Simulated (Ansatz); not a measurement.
# In4Bi3P: the band gap up the ladder of functionals

An exercise on one series of results from a longer session: the logs are not shown, and one member is left open.

Code: Ansatz 0.2.0. PAW datasets, plane waves. The cell comes from a prototype generator: it can be a known phase or a hypothetical one. Spin polarisation is off.

### The system as given

The cell was relaxed beforehand with r2SCAN.

It is tetragonal, P-4m2 (No. 115); a = 4.622 Å, c = 13.095 Å in the conventional setting, 34.98 Å³ an atom. Near P stand 4 In at 2.67 Å; near In stand 2 P at 2.67 Å and 2 Bi at 2.89 Å; near Bi stand 4 In at 2.89 Å; near In stand 4 Bi at 2.89–2.90 Å; near Bi stand 4 In at 2.90 Å.

Coordinates:

```cif
data_structure
_symmetry_space_group_name_H-M 'P 1'
_symmetry_Int_Tables_number 1
_cell_length_a 4.6225
_cell_length_b 4.6225
_cell_length_c 13.0953
_cell_angle_alpha 90.000
_cell_angle_beta 90.000
_cell_angle_gamma 90.000
_cell_volume 279.81
loop_
_atom_site_label
_atom_site_type_symbol
_atom_site_fract_x
_atom_site_fract_y
_atom_site_fract_z
_atom_site_occupancy
P1 P 0.00000 0.00000 0.00000 1
In1 In 0.00000 0.50000 0.89838 1
Bi1 Bi 0.50000 0.50000 0.76576 1
In2 In 0.50000 0.00000 0.63336 1
Bi2 Bi 0.00000 0.00000 0.50000 1
In3 In 0.00000 0.50000 0.36664 1
Bi3 Bi 0.50000 0.50000 0.23424 1
In4 In 0.50000 0.00000 0.10162 1
```

Set-up of the first run:

input.yaml reads:

```yaml
crystal:
  lattice:
    - [4.6224885528, 0.0, 0.0]
    - [0.0, 4.6224885528, 0.0]
    - [0.0, 0.0, 13.0952879714]
  atoms:
    - { symbol: P, position: [0.0, 0.0, 0.0] }
    - { symbol: In, position: [0.0, 0.5, 0.8983828764] }
    - { symbol: Bi, position: [0.5, 0.5, 0.7657616357] }
    - { symbol: In, position: [0.5, 0.0, 0.6333607886] }
    - { symbol: Bi, position: [0.0, 0.0, 0.5] }
    - { symbol: In, position: [0.0, 0.5, 0.3666392114] }
    - { symbol: Bi, position: [0.5, 0.5, 0.2342383643] }
    - { symbol: In, position: [0.5, 0.0, 0.1016171236] }
kpoints:
  mp_grid: { grid: [6, 6, 2] }
  band_path:
    path:
      - [[0.0, 0.0, 0.0], [0.0, 0.5, 0.0], [0.5, 0.5, 1.230738847272e-33], [0.0, 0.0, 0.0], [-2.871673940177e-51, 0.0, 0.5], [-2.871673940177e-51, 0.5, 0.5], [0.5, 0.5, 0.5], [-2.871673940177e-51, 0.0, 0.5]]
      - [[0.0, 0.5, 0.0], [-2.871673940177e-51, 0.5, 0.5]]
      - [[0.5, 0.5, 1.230738847272e-33], [0.5, 0.5, 0.5]]
    npoints: 10
hamiltonian:
  xc: pbe
scf:
  occupations: { method: fermi_dirac, width: 0.02 }
  n_extra_bands: 6
output:
  forces: true
  stress: true
  eigenvalues: true
  write_density: true
  write_potential: true
  elf: true
  volumetric_format: npy
```

Run with:

```console
$ ansatz run input.yaml --threads 2 --pin off --max-ram 29491MiB --backend cpu --events-out ev --progress --plain --runs-dir out
```

Among the steps run: Band structure with PBE; r2SCAN; Single point with HSE06; PBE+SOC.

One table of the session follows, with a row left open; its other results are not shown here.

| level | gap (eV) |
| --- | --- |
| PBE | -0.16 |
| r2SCAN | 0.00 |
| HSE06 | 0.00 |
| PBE+SOC | ? |

Estimate the missing values for PBE+SOC.

As computed: gap (eV): -0.34. In the column «gap (eV)» it is the lowest.

Meshes: PBE 6×6×2, r2SCAN 6×6×2, HSE06 4×4×2, PBE+SOC 6×6×2

What this shows: No level opens a gap.

Caveats from the session: Warnings in the runs' records: stress scf threshold loose, filled band counts differ across k points, stress exchange threshold loose.
